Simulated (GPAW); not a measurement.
The system is ScTaN.

```xyz
6
Lattice="3.0851 0.0000 0.0000 -1.5425 2.6717 0.0000 0.0000 0.0000 10.3401" Properties=species:S:1:pos:R:3 pbc="T T T"
Ta    0.0000    1.7812    2.5399
Ta    1.5425    0.8906    7.8003
Sc    0.0000    0.0000    0.0000
Sc    0.0000    0.0000    5.1701
N     0.0000    1.7812    6.5126
N     1.5425    0.8906    3.8275
```

The cell comes from a database or a generator and needn't be the stable form of this composition.

Base run:

| Quantity | Value |
| --- | --- |
| Program | GPAW 26.7.0 |
| Functional | r2SCAN |
| Potentials or basis | GPAW PAW data sets (gpaw-data 1.2.1) |
| Cutoff | 800 eV |
| Basis | pw |
| k mesh | 7 × 7 × 2 |
| Occupations | fermi-dirac, width 0.05 eV |
| Spin | no spin polarisation |

Its results: pressure -2.2 GPa; largest force 0.125 eV/Å.

Task: The run is repeated on the same cell with these changes: functional from r2SCAN to PBE. What comes out?

Result: Pressure -0.7 GPa; largest force 0.074 eV/Å.

Caveats: the PAW data sets were made with another functional, which shifts forces and pressure a little (some runs).
